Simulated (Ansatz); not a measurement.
# HfSi: the cost of one run

Method: DFT PBEsol, scalar-relativistic, plane waves, PAW, in Ansatz 0.2.0.

## (1) The starting structure

The structure is orthorhombic, space group Pnma (No. 62). Conventional cell: a = 6.822 Å, b = 3.760 Å, c = 5.202 Å, α = 90.00°, β = 90.00°, γ = 90.00°. Hf (site symmetry m) is surrounded by 7 Si at 2.69 to 2.87 Å. Si (site symmetry m) is surrounded by 2 Si at 2.45 Å and 7 Hf at 2.69 to 2.87 Å.

Coordinates:

```
CELL_PARAMETERS angstrom
6.82209 0.00000 0.00000
0.00000 3.76021 0.00000
0.00000 0.00000 5.20182
ATOMIC_POSITIONS crystal
Hf 0.82436 0.25000 0.12656
Hf 0.32436 0.25000 0.37344
Hf 0.17564 0.75000 0.87344
Hf 0.67564 0.75000 0.62656
Si 0.95693 0.25000 0.64024
Si 0.45693 0.25000 0.85976
Si 0.04307 0.75000 0.35976
Si 0.54307 0.75000 0.14024
```

It is the result of an earlier relaxation at this level (volume 16.68 Å³/atom; gap on the mesh: none (metal)).

## (2) The bulk in the cell of the plane

input.yaml reads:

```yaml
crystal:
  lattice:
    - [3.760208421, 0.0, 0.0]
    - [0.0, 12.4409297057, 0.0]
    - [0.0, -4.3499871696, 2.8524645349]
  atoms:
    - { symbol: Hf, position: [0.75, 0.8243564985, 0.7752715108] }
    - { symbol: Hf, position: [0.75, 0.3243564985, 0.022154483] }
    - { symbol: Hf, position: [0.25, 0.1756435015, 0.2247284892] }
    - { symbol: Hf, position: [0.25, 0.6756435015, 0.977845517] }
    - { symbol: Si, position: [0.75, -0.0430712311, 0.5540971266] }
    - { symbol: Si, position: [0.75, 0.4569287689, -0.2263820511] }
    - { symbol: Si, position: [0.25, 1.0430712311, 0.4459028734] }
    - { symbol: Si, position: [0.25, 0.5430712311, 1.2263820511] }
basis:
  ecutwfc: 420
kpoints:
  mp_grid: { grid: [9, 3, 12] }
hamiltonian:
  xc: pbesol
scf:
  occupations: { method: gaussian, width: 0.1 }
output:
  forces: true
  stress: true
  eigenvalues: true
  write_density: true
  write_potential: true
  elf: true
  volumetric_format: npy
```

Command:

```
ansatz run input.yaml --threads 8 --pin off --max-ram 15360MiB --backend cpu --events-out ev --progress --plain --runs-dir out
```

Q: Estimate wall time and peak memory on 8 threads of Arm Neoverse V2, shared host.

About 6.4 s, with a peak of 1.1 GiB.
